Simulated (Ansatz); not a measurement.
# Te2Pb3Se: the cost of one run

Program: Ansatz 0.2.0. Level of theory: DFT PBE, scalar-relativistic, plane waves, PAW. These are calculated values, not measurements.

1 further run of the same task is left out (it didn't finish).

**1. The structure to begin with**

It takes space group P-3m1 (No. 164, trigonal). The conventional cell has a = 4.560 Å, b = 4.560 Å, c = 11.172 Å, α = 90.00°, β = 90.00°, γ = 120.00°. Te (site symmetry 3m) has 6 Pb at 3.27 Å as nearest neighbours. Pb (site symmetry 3m) is surrounded by 3 Se at 3.14 Å and 3 Te at 3.27 Å. Around Pb (site symmetry -3m) lie 6 Te at 3.27 Å. Se (site symmetry -3m) has 6 Pb at 3.14 Å as nearest neighbours.

Structure file:

```
Te Pb Se
1.0
     4.56026    0.00000    0.00000
    -2.28013    3.94930    0.00000
     0.00000    0.00000   11.17207
Te Pb Se
2 3 1
Direct
  0.33333 0.66667 0.67338
  0.66667 0.33333 0.32662
  0.66667 0.33333 0.84733
  0.00000 0.00000 0.50000
  0.33333 0.66667 0.15267
  0.00000 0.00000 0.00000
```

The cell was relaxed beforehand at this level, from a generated guess; it needn't be the stable form of this composition. At a tolerance of 0.02 Å it has space group P-3m1 (No. 164); it has 33.53 Å³/atom, an uncorrected energy of -0.45 eV/atom over the elements.

**2. Bands, states and charges**

Input file input.yaml:

```yaml
crystal:
  lattice:
    - [4.560255889, 0.0, 0.0]
    - [-2.2801279445, 3.9492974476, 0.0]
    - [0.0, 0.0, 11.1720650825]
  atoms:
    - { symbol: Te, position: [0.3333333333, 0.6666666667, 0.6733831135] }
    - { symbol: Te, position: [0.6666666667, 0.3333333333, 0.3266168865] }
    - { symbol: Pb, position: [0.6666666667, 0.3333333333, 0.8473269858] }
    - { symbol: Pb, position: [0.0, 0.0, 0.5] }
    - { symbol: Pb, position: [0.3333333333, 0.6666666667, 0.1526730142] }
    - { symbol: Se, position: [0.0, 0.0, 0.0] }
basis:
  ecutwfc: 420
kpoints:
  mp_grid: { grid: [6, 6, 4] }
  band_path:
    path:
      - [[0.0, 0.0, 0.0], [0.5, 0.0, 0.0], [0.33333333, 0.33333333, 0.0], [0.0, 0.0, 0.0], [0.0, 0.0, 0.5], [0.5, 0.0, 0.5], [0.33333333, 0.33333333, 0.5], [0.0, 0.0, 0.5]]
      - [[0.5, 0.0, 0.5], [0.5, 0.0, 0.0]]
      - [[0.33333333, 0.33333333, 0.5], [0.33333333, 0.33333333, 0.0]]
    npoints: 14
hamiltonian:
  xc: pbe
scf:
  occupations: { method: gaussian, width: 0.02 }
  n_extra_bands: 15
output:
  forces: true
  stress: true
  eigenvalues: true
  populations: true
  dos: { projected: true, de: 0.02, nscf_kmesh: { grid: [9, 9, 6] } }
  bader: true
  write_density: true
  write_potential: true
  elf: true
  volumetric_format: npy
```

The run is started by

```sh
> ansatz run input.yaml --threads 1 --pin off --max-ram 2560MiB --backend cpu --events-out ev --progress --plain --runs-dir out
```

What time and memory should one allow on 1 thread of AMD EPYC 9R45 (Zen 5), shared host?

About 66 s, with a peak of 1 GiB.
